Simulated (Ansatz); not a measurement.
Born–Oppenheimer molecular dynamics of a periodic cell of 16 atoms, WC (start crystal WC, start structure P-6m2, volume 1 times the crystal's). It goes on from the last frame of an earlier run, with new velocities.

All numbers below come from Ansatz, DFT PBEsol, scalar-relativistic, plane waves, PAW. Settings: accuracy low, PAW set soft_1, cutoff 420 eV, k mesh 3x3x3, fermi-dirac smearing 0.17 eV, no spin polarisation.

```yaml
ensemble: NVT, Langevin thermostat
time_step: 1 fs
steps_asked: 200
set_temperature: 1600 K
friction: 0.02 /fs
temperature_schedule: 150 steps to 300 K, then 50 steps to 300 K
seed: 829063
```

Frames 5 fs apart, positions in Å, forces in eV/Å.

Velocities at 60 fs (Å/ps):

```
W -2.49 -0.49 -1.53
C 12.08 18.24 -5.34
W -0.30 -0.56 1.48
C -25.58 0.15 -13.54
W -0.61 2.73 -0.78
C -11.87 1.08 13.12
W 2.14 2.10 1.16
C 16.34 11.74 1.71
W 1.39 -1.27 3.75
C 27.93 3.43 -11.11
W 1.43 0.54 3.72
C -12.53 1.13 2.34
W -2.29 -2.78 2.25
C -6.58 3.71 -24.83
W 0.43 -2.59 -1.33
C -10.33 -8.14 -0.20
```

```xyz
16
Lattice="-2.8861 -4.9989 0.0000 4.3291 -2.4994 0.0000 0.0000 0.0000 5.6483" Properties=species:S:1:pos:R:3:forces:R:3 time_fs=60 energy_less_start_eV=0.828 T=1619
W -0.110 -4.957 0.068 -0.56 -1.56 0.88
C 1.280 -4.056 1.522 0.56 -2.48 -1.18
W -0.209 -5.054 2.928 2.27 1.93 -1.26
C 1.362 -4.366 4.342 -1.42 2.91 -1.54
W -1.544 -2.434 -0.014 -0.07 -3.02 3.95
C -0.004 -1.642 1.570 -1.26 -1.31 0.01
W -1.572 -2.542 2.865 0.92 2.00 -0.90
C -0.105 -1.606 4.393 0.11 -0.97 -2.19
W 1.312 -2.506 -0.002 1.40 -0.60 2.85
C 2.840 -1.674 1.536 -1.69 0.56 -1.72
W 1.447 -2.547 2.904 -4.59 0.57 -0.01
C 2.730 -1.716 4.299 0.65 1.01 1.63
W -0.043 -0.143 0.225 -2.25 4.70 -4.65
C -1.648 -4.240 1.496 2.06 1.87 0.29
W -0.207 0.104 2.938 3.79 -4.06 0.71
C -1.574 -4.088 4.180 0.08 -1.56 3.12
16
Lattice="-2.8861 -4.9989 0.0000 4.3291 -2.4994 0.0000 0.0000 0.0000 5.6483" Properties=species:S:1:pos:R:3:forces:R:3 time_fs=65 energy_less_start_eV=1.057 T=1213
W -0.122 -4.956 0.061 -0.21 -1.40 1.12
C 1.345 -4.005 1.499 -0.05 -3.41 -0.87
W -0.211 -5.055 2.931 1.61 1.84 -2.11
C 1.225 -4.324 4.252 1.66 2.31 0.41
W -1.546 -2.422 -0.016 -1.01 -2.72 2.74
C -0.068 -1.670 1.629 -0.08 -0.65 -1.16
W -1.561 -2.536 2.873 0.03 1.13 -0.40
C -0.029 -1.582 4.386 -1.35 -1.66 -2.05
W 1.320 -2.510 0.017 0.99 -0.24 2.48
C 2.956 -1.656 1.488 -3.76 0.98 -0.71
W 1.454 -2.537 2.921 -4.62 0.69 -0.55
C 2.694 -1.708 4.332 1.63 0.86 0.78
W -0.053 -0.154 0.233 -1.96 4.18 -5.28
C -1.665 -4.212 1.401 2.85 2.03 2.25
W -0.202 0.093 2.936 3.70 -3.47 1.31
C -1.620 -4.133 4.226 0.57 -0.48 2.05
16
Lattice="-2.8861 -4.9989 0.0000 4.3291 -2.4994 0.0000 0.0000 0.0000 5.6483" Properties=species:S:1:pos:R:3:forces:R:3 time_fs=70 energy_less_start_eV=1.104 T=983
W -0.130 -4.957 0.059 0.15 -1.15 1.05
C 1.383 -4.020 1.491 -0.38 -3.01 -0.48
W -0.210 -5.060 2.930 0.88 1.66 -2.48
C 1.125 -4.240 4.189 3.29 1.33 1.83
W -1.548 -2.409 -0.022 -1.16 -2.99 2.52
C -0.116 -1.725 1.640 0.93 0.47 -1.60
W -1.556 -2.534 2.878 -0.73 0.43 0.27
C 0.005 -1.611 4.372 -2.04 -1.16 -1.77
W 1.334 -2.518 0.038 0.29 -0.03 2.21
C 2.989 -1.651 1.432 -4.07 1.11 0.71
W 1.452 -2.525 2.937 -4.42 0.40 -1.29
C 2.671 -1.694 4.372 2.25 0.62 -0.18
W -0.068 -0.160 0.233 -0.81 3.75 -5.10
C -1.625 -4.160 1.363 1.85 1.01 2.65
W -0.196 0.075 2.937 3.19 -2.82 1.12
C -1.654 -4.185 4.303 0.79 0.38 0.54
16
Lattice="-2.8861 -4.9989 0.0000 4.3291 -2.4994 0.0000 0.0000 0.0000 5.6483" Properties=species:S:1:pos:R:3:forces:R:3 time_fs=75 energy_less_start_eV=0.530 T=1262
W -0.142 -4.960 0.058 0.71 -0.59 0.80
C 1.412 -4.082 1.450 -0.78 -1.64 0.52
W -0.204 -5.063 2.921 0.72 1.96 -1.80
C 1.108 -4.152 4.165 3.04 -0.36 2.40
W -1.553 -2.405 -0.026 -0.70 -3.26 2.67
C -0.133 -1.776 1.612 1.31 1.32 -1.29
W -1.560 -2.534 2.888 -0.70 0.25 0.37
C 0.001 -1.685 4.339 -2.03 0.20 -0.98
W 1.357 -2.526 0.057 -0.59 0.36 1.81
C 2.929 -1.613 1.410 -2.36 -0.20 1.33
W 1.447 -2.510 2.954 -4.01 -0.01 -2.65
C 2.684 -1.681 4.389 2.03 0.39 -0.61
W -0.077 -0.153 0.221 -0.57 3.53 -3.74
C -1.558 -4.103 1.383 0.18 -0.39 1.99
W -0.188 0.059 2.943 2.62 -2.28 0.31
C -1.691 -4.214 4.391 1.12 0.72 -1.12
16
Lattice="-2.8861 -4.9989 0.0000 4.3291 -2.4994 0.0000 0.0000 0.0000 5.6483" Properties=species:S:1:pos:R:3:forces:R:3 time_fs=80 energy_less_start_eV=0.006 T=1352
W -0.156 -4.961 0.061 1.22 -0.31 0.84
C 1.415 -4.175 1.442 -1.15 0.18 0.85
W -0.193 -5.057 2.916 1.09 2.12 -0.71
C 1.150 -4.098 4.211 2.11 -1.68 1.68
W -1.566 -2.408 -0.031 -0.07 -3.36 3.03
C -0.116 -1.796 1.558 0.89 1.48 -0.33
W -1.565 -2.534 2.898 -0.23 0.47 0.20
C -0.040 -1.730 4.295 -1.22 0.94 0.05
W 1.377 -2.529 0.076 -1.52 0.40 1.33
C 2.820 -1.588 1.414 -0.19 -1.29 1.53
W 1.438 -2.494 2.970 -3.41 -0.36 -3.33
C 2.737 -1.685 4.408 1.12 0.33 -0.91
W -0.082 -0.142 0.203 -0.95 3.43 -2.14
C -1.493 -4.048 1.448 -1.12 -1.72 0.66
W -0.174 0.036 2.949 2.04 -1.59 -0.45
C -1.708 -4.231 4.452 1.39 0.95 -2.31
16
Lattice="-2.8861 -4.9989 0.0000 4.3291 -2.4994 0.0000 0.0000 0.0000 5.6483" Properties=species:S:1:pos:R:3:forces:R:3 time_fs=85 energy_less_start_eV=-0.020 T=1287
W -0.166 -4.957 0.071 1.54 -0.30 0.89
C 1.393 -4.237 1.451 -1.08 1.25 0.96
W -0.184 -5.049 2.907 1.65 2.03 0.58
C 1.244 -4.086 4.285 0.66 -1.98 0.31
W -1.579 -2.407 -0.032 0.53 -3.57 3.67
C -0.078 -1.794 1.506 -0.07 1.32 0.69
W -1.567 -2.538 2.906 0.00 1.14 0.26
C -0.091 -1.757 4.261 -0.08 1.33 0.85
W 1.395 -2.529 0.099 -2.06 0.46 0.47
C 2.711 -1.571 1.437 1.55 -1.64 1.45
W 1.427 -2.483 2.982 -2.80 -0.74 -3.10
C 2.814 -1.683 4.421 -0.25 0.23 -0.98
W -0.088 -0.133 0.189 -1.02 3.33 -1.18
C -1.472 -4.011 1.543 -1.55 -2.85 -1.23
W -0.159 0.010 2.952 1.64 -0.89 -0.76
C -1.698 -4.229 4.486 1.32 0.86 -2.89
16
Lattice="-2.8861 -4.9989 0.0000 4.3291 -2.4994 0.0000 0.0000 0.0000 5.6483" Properties=species:S:1:pos:R:3:forces:R:3 time_fs=90 energy_less_start_eV=0.107 T=1165
W -0.173 -4.952 0.084 1.83 -0.59 0.73
C 1.365 -4.275 1.464 -0.73 1.91 0.93
W -0.166 -5.035 2.902 1.80 1.67 1.57
C 1.349 -4.113 4.356 -1.15 -0.95 -1.16
W -1.588 -2.404 -0.024 1.43 -3.93 4.48
C -0.019 -1.752 1.494 -1.29 0.79 1.09
W -1.567 -2.532 2.914 0.14 1.36 0.13
C -0.137 -1.771 4.242 1.12 1.53 1.47
W 1.405 -2.523 0.122 -2.01 0.47 -0.41
C 2.651 -1.554 1.480 2.38 -1.73 0.83
W 1.419 -2.471 2.990 -2.27 -1.31 -2.31
C 2.884 -1.686 4.407 -1.52 0.45 -0.50
W -0.096 -0.118 0.177 -0.38 3.18 -0.88
C -1.486 -4.014 1.613 -1.46 -3.06 -2.52
W -0.135 -0.010 2.959 1.22 -0.26 -0.97
C -1.660 -4.208 4.474 0.87 0.47 -2.49
16
Lattice="-2.8861 -4.9989 0.0000 4.3291 -2.4994 0.0000 0.0000 0.0000 5.6483" Properties=species:S:1:pos:R:3:forces:R:3 time_fs=95 energy_less_start_eV=0.021 T=1427
W -0.176 -4.949 0.099 1.90 -0.64 0.22
C 1.313 -4.250 1.486 0.29 1.58 0.75
W -0.147 -5.017 2.904 1.71 1.18 2.00
C 1.436 -4.160 4.410 -3.25 0.75 -2.60
W -1.596 -2.404 -0.010 2.58 -4.30 5.43
C 0.050 -1.695 1.508 -2.44 0.16 0.95
W -1.566 -2.529 2.923 0.27 1.10 -0.76
C -0.173 -1.752 4.246 2.05 1.25 1.65
W 1.412 -2.518 0.141 -1.84 0.61 -1.03
C 2.648 -1.555 1.513 2.47 -1.60 0.31
W 1.413 -2.457 2.989 -1.66 -1.81 -1.21
C 2.925 -1.664 4.403 -2.22 0.32 -0.40
W -0.105 -0.095 0.167 0.48 2.89 -0.85
C -1.511 -4.068 1.631 -1.28 -1.80 -2.57
W -0.107 -0.029 2.968 0.44 0.58 -1.12
C -1.613 -4.164 4.395 0.48 -0.27 -0.78
16
Lattice="-2.8861 -4.9989 0.0000 4.3291 -2.4994 0.0000 0.0000 0.0000 5.6483" Properties=species:S:1:pos:R:3:forces:R:3 time_fs=100 energy_less_start_eV=-0.425 T=1706
W -0.183 -4.947 0.113 2.06 -0.68 -0.25
C 1.261 -4.208 1.526 1.29 1.01 0.01
W -0.117 -4.998 2.907 0.91 0.69 1.94
C 1.460 -4.174 4.432 -3.82 1.44 -2.99
W -1.602 -2.410 0.007 2.99 -3.97 5.44
C 0.075 -1.637 1.520 -2.73 -0.75 0.62
W -1.569 -2.529 2.929 0.77 1.30 -1.51
C -0.157 -1.689 4.292 1.60 0.10 1.13
W 1.420 -2.511 0.155 -1.86 0.84 -1.11
C 2.705 -1.604 1.561 1.77 -0.89 -0.47
W 1.401 -2.448 2.984 -1.11 -2.01 -0.39
C 2.913 -1.638 4.380 -1.91 0.05 -0.03
W -0.115 -0.067 0.157 0.89 2.48 -0.84
C -1.556 -4.149 1.591 -0.56 -0.08 -1.51
W -0.082 -0.051 2.978 -0.38 1.76 -1.24
C -1.558 -4.101 4.297 0.08 -1.31 1.19
16
Lattice="-2.8861 -4.9989 0.0000 4.3291 -2.4994 0.0000 0.0000 0.0000 5.6483" Properties=species:S:1:pos:R:3:forces:R:3 time_fs=105 energy_less_start_eV=-0.717 T=1791
W -0.182 -4.946 0.122 2.14 -0.68 -0.60
C 1.225 -4.164 1.564 2.08 0.45 -0.91
W -0.084 -4.978 2.913 -0.35 -0.13 1.56
C 1.409 -4.177 4.423 -2.19 1.23 -2.13
W -1.605 -2.422 0.035 2.55 -2.89 3.95
C 0.068 -1.598 1.510 -2.48 -1.57 0.66
W -1.569 -2.526 2.932 0.98 1.90 -1.95
C -0.078 -1.637 4.356 0.11 -0.86 0.41
W 1.431 -2.502 0.162 -2.12 0.85 -0.91
C 2.798 -1.677 1.599 0.30 0.17 -0.83
W 1.386 -2.442 2.982 -0.47 -1.86 -0.20
C 2.850 -1.610 4.364 -0.61 -0.41 0.15
W -0.122 -0.036 0.143 0.85 1.78 -0.86
C -1.603 -4.232 1.505 0.48 1.58 0.39
W -0.063 -0.068 2.987 -0.73 2.62 -1.27
C -1.499 -4.047 4.229 -0.53 -2.19 2.53
16
Lattice="-2.8861 -4.9989 0.0000 4.3291 -2.4994 0.0000 0.0000 0.0000 5.6483" Properties=species:S:1:pos:R:3:forces:R:3 time_fs=110 energy_less_start_eV=-0.515 T=1822
W -0.175 -4.948 0.126 2.13 -0.55 -0.78
C 1.242 -4.124 1.582 1.93 -0.19 -1.46
W -0.050 -4.960 2.915 -1.57 -0.87 0.90
C 1.306 -4.159 4.371 0.54 0.66 -0.33
W -1.604 -2.439 0.065 1.82 -1.67 1.96
C 0.005 -1.593 1.502 -1.48 -1.87 0.59
W -1.567 -2.522 2.932 0.93 2.07 -1.69
C 0.017 -1.619 4.424 -1.49 -1.00 -0.52
W 1.441 -2.500 0.165 -2.38 0.83 -0.47
C 2.911 -1.734 1.619 -1.90 1.16 -0.88
W 1.374 -2.438 2.982 0.09 -1.50 -0.58
C 2.772 -1.583 4.348 0.92 -0.81 0.43
W -0.125 -0.004 0.124 0.72 0.60 -0.93
C -1.639 -4.271 1.428 1.54 2.39 1.98
W -0.046 -0.080 2.994 -0.73 2.69 -1.18
C -1.461 -4.044 4.202 -1.06 -1.94 2.96
16
Lattice="-2.8861 -4.9989 0.0000 4.3291 -2.4994 0.0000 0.0000 0.0000 5.6483" Properties=species:S:1:pos:R:3:forces:R:3 time_fs=115 energy_less_start_eV=-0.039 T=1366
W -0.165 -4.952 0.127 2.20 -0.36 -0.80
C 1.295 -4.084 1.559 1.03 -1.07 -0.88
W -0.015 -4.943 2.916 -2.96 -1.59 -0.14
C 1.205 -4.120 4.303 2.88 0.36 1.60
W -1.603 -2.459 0.098 1.52 -0.79 0.32
C -0.090 -1.628 1.506 -0.02 -1.21 0.48
W -1.559 -2.514 2.922 0.72 1.15 -0.41
C 0.068 -1.635 4.491 -2.49 -0.39 -1.67
W 1.448 -2.496 0.170 -2.49 0.67 -0.37
C 2.977 -1.773 1.625 -3.15 1.97 -0.68
W 1.365 -2.438 2.980 0.43 -0.97 -0.78
C 2.729 -1.560 4.353 1.65 -1.08 0.23
W -0.126 0.029 0.107 0.84 -0.83 -0.66
C -1.638 -4.283 1.389 1.77 2.52 2.94
W -0.035 -0.088 3.002 -0.61 2.29 -1.13
C -1.456 -4.086 4.238 -1.30 -0.66 1.93
```

Of the whole run (200 fs, mean temperature of the second half 991 K): The schedule's set-point averaged 409 K over the second half and the system 991 K, so it lags behind the ramp. A run of 0.2 ps of so small a system gives no equilibrium averages. Limits of this set-up: coarse k mesh, PAW files made for another functional, low accuracy level.

Run time: 26 min on 2 threads of Arm Neoverse V2, with other jobs on the host, peak memory 0.64 GiB.
